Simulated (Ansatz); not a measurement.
# Ca (sc type): how the settings move a single-point run

How sensitive is a single-point run of Ca (sc type) to its settings? A reference run comes first, then one run with altered input.

Program: Ansatz 0.2.0. Level of theory: reference: DFT, PBEsol, all-electron LAPW, scalar-relativistic. These are calculated values, not measurements.

1 further run of the same task is left out (it didn't finish). Runs told in other sessions of the task aren't counted.

### 1 Starting point

It takes space group Pm-3m (No. 221, cubic). Conventional cell: a = 3.074 Å, b = 3.074 Å, c = 3.074 Å, α = 90.00°, β = 90.00°, γ = 90.00°. Ca (site symmetry m-3m) is surrounded by 6 Ca at 3.07 Å.

Coordinates:

```
CELL_PARAMETERS angstrom
3.07401 0.00000 0.00000
0.00000 3.07401 0.00000
0.00000 0.00000 3.07401
ATOMIC_POSITIONS crystal
Ca 0.00000 0.00000 0.00000
```

### 2 The reference run

Input file input.yaml:

```yaml
crystal:
  lattice:
    - [3.0740063597, 0.0, 0.0]
    - [0.0, 3.0740063597, 0.0]
    - [0.0, 0.0, 3.0740063597]
  atoms:
    - { symbol: Ca, position: [0.0, 0.0, 0.0] }
kpoints:
  mp_grid: { grid: [11, 11, 11] }
scf:
  occupations: { method: fermi_dirac, width: 0.08 }
hamiltonian:
  xc: pbesol
  pseudopotentials: { kind: all_electron, lapw: { basis_error: 0.001 } }
output:
  forces: true
  stress: true
  eigenvalues: true
  populations: true
```

Command:

```console
ansatz run input.yaml --threads 1 --pin off --max-ram 2048MiB --backend cpu --events-out ev --progress --plain --runs-dir out
```

### 3 Changing settings: mixing.algorithm msr1, mixing.beta 0.5

Changes to input.yaml since step 2:

```diff
@@ -11,2 +11,3 @@
   occupations: { method: fermi_dirac, width: 0.08 }
+  mixing: { algorithm: msr1, beta: 0.5 }
 hamiltonian:
```

What does the calculation give? Wanted: for each run, ending; energy change; pressure; gap; force.

As calculated:

| run | ending | energy change | pressure (GPa) | gap (eV) | force (eV/Å) | cycles | time |
| --- | --- | --- | --- | --- | --- | --- | --- |
| reference | converged | 0 | 6.9 | 0.00 | 0.00 | 6 | 2.9 s |
| 1: mixing.algorithm msr1, mixing.beta 0.5 | converged | 0.0 meV/atom | 6.9 | 0.00 | 0.00 | 6 | 2.8 s |

Residual by cycle in the longest SCF loop of each run; runs are numbered as in the table. The quantity is the density residual dr2, in eV.

| cycle | reference | run 1 |
| --- | --- | --- |
| 1 | 0.0364 | 0.0364 |
| 2 | 0.0234 | 0.0234 |
| 3 | 5.0e-5 | 5.0e-5 |
| 4 | 1.7e-6 | 1.7e-6 |
| 5 | 7.1e-8 | 7.1e-8 |
| 6 | 4.8e-11 | 4.8e-11 |

What this shows: Energy and cycle count are those of the reference, so the change (mixing) left the result and the number of cycles as they were.
